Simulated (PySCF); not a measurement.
# Dy(OH)3: other functionals and bases at one geometry

The task here is to estimate one member of a computed series from the others.

Computed with PySCF 2.14.0. Level: several levels, as the steps say, no spin–orbit coupling.

1 further run of the same task is left out (for a known fault of the program).

## Where the work starts

7 atoms, charge 0, spin multiplicity 1.

Bond lengths: Dy1–O2 2.047 Å, Dy1–O4 2.047 Å, Dy1–O6 2.047 Å, O2–H3 0.955 Å, O4–H5 0.955 Å, O6–H7 0.955 Å. Angles: O2–Dy1–O4 120.0°, O2–Dy1–O6 120.0°, O4–Dy1–O6 120.0°, Dy1–O2–H3 179.9°, Dy1–O4–H5 179.9°, Dy1–O6–H7 179.9°.

As a file:

```xyz
7

Dy    0.00000    0.00000    0.13997
O     2.04674    0.00002    0.14408
H     3.00205    0.00003    0.14778
O    -1.02339    1.77252    0.14408
H    -1.50105    2.59983    0.14778
O    -1.02335   -1.77254    0.14408
H    -1.50100   -2.59987    0.14778
```

Formal oxidation states: Dy +3. Each metal's 9 4f electrons lie in its core potential, so multiplicities, spins and levels count the valence alone. An earlier session relaxed this geometry at PBE0, Dy lcecp-1-SVP with ECP55, O def2-SVP, H def2-SVP (singlet, point group D3h).

At PBE0 on the finer grid: E = -264.315052 Eh, HOMO -7.62 eV, LUMO -1.29 eV, Mulliken charge on Dy1 +1.07 e, largest force component 0.006 eV/Å. 

Levels to run: TPSSh; revPBE; PBE0, TZVP. Hardware: 2 threads of Intel Xeon Platinum 8259CL at 2.50GHz (Skylake/Cascade Lake), shared host.

The first run:

File run.py (the lines that set the calculation):

```python
mol = gto.M(atom='''
Dy     0.00000     0.00000     0.13997
O      2.04674     0.00002     0.14408
H      3.00205     0.00003     0.14778
O     -1.02339     1.77252     0.14408
H     -1.50105     2.59983     0.14778
O     -1.02335    -1.77254     0.14408
H     -1.50100    -2.59987     0.14778''',
    basis={'Dy': 'lcecp-1-SVP', 'O': 'def2-SVP', 'H': 'def2-SVP'},
    ecp={'Dy': 'lcecp-1-SVP'},
    charge=0, spin=0)
mf = dft.RKS(mol, xc='TPSSH')
mf.grids.atom_grid = (75, 302)  # f atoms: unpruned, at least (60, 302)
mf = mf.density_fit()  # fitting sets: Dy AutoAux, O def2-universal-JKFIT, H def2-universal-JKFIT
mf.conv_tol = 1e-08; mf.max_cycle = 55
mf.kernel(dm0)  # dm0: the density of the relaxed state
```

Run with:

```
$ OMP_NUM_THREADS=2 python run.py
```

Steps of the session up to this table: TPSSh; revPBE; PBE0, TZVP.

One table of the session follows, with a row left open; its other results are not shown here.

| level | HOMO (eV) | gap (eV) | charge on Dy1 (e) | largest force component (eV/Å) |
| --- | --- | --- | --- | --- |
| PBE0 (relaxed here) | -7.62 | 6.33 | 1.07 | 0.01 |
| TPSSh | -6.68 | 5.19 | 1.04 | 0.30 |
| revPBE | ? | ? | ? | ? |
| PBE0, TZVP | -7.88 | 6.52 | 1.64 | 0.27 |

**Question.** Estimate the row for revPBE.

As computed: HOMO (eV): -5.87; gap (eV): 3.98; charge on Dy1 (e): 0.88; largest force component (eV/Å): 0.59. In the column «HOMO (eV)» it is the highest.

In one basis the HOMO–LUMO gap runs from 3.98 eV (revPBE) to 6.33 eV (PBE0). The largest leftover force, 0.59 eV/Å with revPBE, stands at a geometry relaxed at another level. With 4f in the core, its levels are missing from HOMO and gap, and its count is fixed, so no charge can pass from the ligands into it. Total energies of different levels can't be compared.
